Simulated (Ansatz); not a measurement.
# H4O3Sn: the cost of one run

Method: RHF/def2-SVP, in Ansatz 0.2.0.

**1. The structure to begin with**

Bond lengths: Sn1–H2 1.940 Å, Sn1–O3 2.160 Å, O3–H4 1.010 Å, Sn1–O5 1.959 Å, O5–H6 1.010 Å, Sn1–O7 1.959 Å, O7–H8 1.010 Å. Angles: H2–Sn1–O3 38.9°, H2–Sn1–O5 122.7°, H2–Sn1–O7 122.7°, O3–Sn1–O5 123.2°, O3–Sn1–O7 123.2°, O5–Sn1–O7 109.5°, Sn1–O3–H4 105.4°, Sn1–O5–H6 109.5°, Sn1–O7–H8 109.5°.

Structure file:

```xyz
8

Sn    0.0000    0.0000    0.0000
H     1.0906    0.0000    1.6043
O     2.0665    0.0000    0.6288
H     2.3829   -0.9521    0.5121
O    -0.9232    1.5994   -0.6527
H    -1.8810    1.3686   -0.8751
O    -0.9232   -1.5994   -0.6527
H    -1.3778   -2.0650    0.1197
```

**2. A restrained relaxation towards end A**

Springs on the bonds that form and break draw the guess towards this end; the thresholds are loose.

The input, input.yaml:

```yaml
crystal:
  periodic: [false, false, false]
  atoms:
    - { symbol: Sn, position_ang: [0.0, 0.0, 0.0] }
    - { symbol: H, position_ang: [1.0906, 0.0, 1.6043] }
    - { symbol: O, position_ang: [2.0665, 0.0, 0.6288] }
    - { symbol: H, position_ang: [2.3829, -0.9521, 0.5121] }
    - { symbol: O, position_ang: [-0.9232, 1.5994, -0.6527] }
    - { symbol: H, position_ang: [-1.881, 1.3686, -0.8751] }
    - { symbol: O, position_ang: [-0.9232, -1.5994, -0.6527] }
    - { symbol: H, position_ang: [-1.3778, -2.065, 0.1197] }
basis:
  gaussian: { orbitals: def2-SVP }
hamiltonian:
  xc: hf
relax:
  f_tol: 0.15
  max_steps: 25
  restrain:
    - { distance: [1, 2], at: 2.21, k: 30.0 }
    - { distance: [0, 1], at: 1.74, k: 30.0 }
    - { distance: [0, 2], at: 1.96, k: 30.0 }
```

Started as:

```bash
$ ansatz run input.yaml --threads 1 --pin off --max-ram 2048MiB --backend cpu --events-out ev --progress --plain --runs-dir out
```

**Question.** How long does this run take on 1 thread of Arm Neoverse V1, shared host, and how much memory does it need?

About 34 s, with a peak of 0.17 GiB.
